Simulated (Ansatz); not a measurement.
# U-revPBE/cc-pVTZ run of BF2 (SMILES F[B]F)

What is the electronic atomisation energy of BF2 at U-revPBE/cc-pVTZ? 

Program for the calculation: Ansatz 0.2.0.

39 further runs of the same task are left out: 39 set aside as unsound or not needed.

## Step 1: Starting point

BF2: 3 atoms, total charge 0, spin state doublet. As SMILES, `F[B]F`. The coordinates come from a PBE0-D4/def2-TZVP relaxation.

Bond lengths: F1–B2 1.306 Å, B2–F3 1.306 Å. Angles: F1–B2–F3 121.1°.

## Step 2: A single-point energy at U-revPBE/cc-pVTZ

File molecule.yaml:

```yaml
crystal:
  periodic: [false, false, false]
  atoms:
    - {symbol: F, position_ang: [0.513100, -1.044300, 0.160000]}
    - {symbol: B, position_ang: [0.279000, 0.240500, 0.181300]}
    - {symbol: F, position_ang: [-0.802900, 0.738900, -0.354600]}
basis:
  gaussian: {orbitals: cc-pVTZ}
hamiltonian: {xc: {name: revPBE}}
magnetization: {spin_polarized: true, initial_magnetization: 1}
output: {orbitals: {seedname: orbitals}}
accuracy: high
```

The run is started by

```bash
$ ansatz run molecule.yaml --threads 1 --pin off --max-ram 3480MiB --events-out events.jsonl --progress --plain --runs-dir runs
```

What it wrote:

```text
Warning: RAYON_NUM_THREADS=1 ignored (pool sized by the plan → 1); use --threads N
Functional definition: revPBE
  name "revPBE"
  parameter kappa = 1.245
  parameter beta = 0.06672455060314922
  exchange = pbe_x(kappa = kappa, mu = beta*pi^2/3)
  correlation = pbe_c(beta = beta)
1422 factors; integrals over basis functions are off by at most 2.9e-9 eV
mean field evaluation 1: about -6109.3509 eV, gradient 2.7e1 eV
mean field evaluation 2: about -6104.4487 eV, gradient 5.0e1 eV
mean field evaluation 4: about -6111.1686 eV, gradient 4.1e-1 eV
mean field evaluation 8: about -6111.1686 eV, gradient 2.3e-2 eV
mean field evaluation 16: about -6111.1686 eV, gradient 6.4e-7 eV
mean field -6111.16858909 eV, -224.5813033503 hartree, gradient 2.9e-8 eV, S^2 0.752146; 0 other end points of the search recorded, 0 dependent functions left out
reference -6111.16859267 eV, -224.5813034818 hartree; 12, 11 occupied and 78, 79 virtual orbitals, 1422 factors
Total energy: -6111.16859267 eV, -224.5813034818 hartree
```

It took 3.6 s on 1 thread of Arm Neoverse V2, shared host; peak memory 0.19 GiB.

## Step 3: The B atom, same level

File input.yaml:

```yaml
crystal:
  periodic: [false, false, false]
  atoms:
    - {symbol: B, position_ang: [0.000000, 0.000000, 0.000000]}
basis:
  gaussian:
    orbitals: cc-pVTZ
magnetization:
  spin_polarized: true
  initial_magnetization: 1
accuracy: high
hamiltonian:
  xc: {name: revPBE}
total_charge: 0
```

Run the same way, it converges to -24.65249 Eh (log not shown).

## Step 4: The F atom at the same level

File in.yaml:

```yaml
crystal:
  periodic: [false, false, false]
  atoms:
    - {symbol: F, position_ang: [0.000000, 0.000000, 0.000000]}
basis:
  gaussian: {orbitals: cc-pVTZ}
magnetization: {spin_polarized: true, initial_magnetization: 1}
accuracy: high
hamiltonian: {xc: {name: revPBE}}
```

Run the same way, it converges to -99.72688 Eh (log not shown).

## Step 5: Outcome

Level: U-revPBE/cc-pVTZ.

| quantity | value |
| --- | --- |
| molecule: total energy | -224.58130 Eh |
| molecule: HOMO energy (highest over α and β) | -5.65 eV |
| molecule: LUMO energy (lowest over α and β) | -2.93 eV |
| molecule: ⟨S²⟩ | 0.752 |
| B atom: total energy | -24.65249 Eh |
| B atom: ⟨S²⟩ | 0.754 |
| F atom: total energy | -99.72688 Eh |
| F atom: ⟨S²⟩ | 0.751 |
| electronic atomisation energy | 12.927 eV |

In words: Taking the molecule apart into free atoms costs 12.93 eV (1247 kJ/mol), before zero-point energy and without spin-orbit coupling.
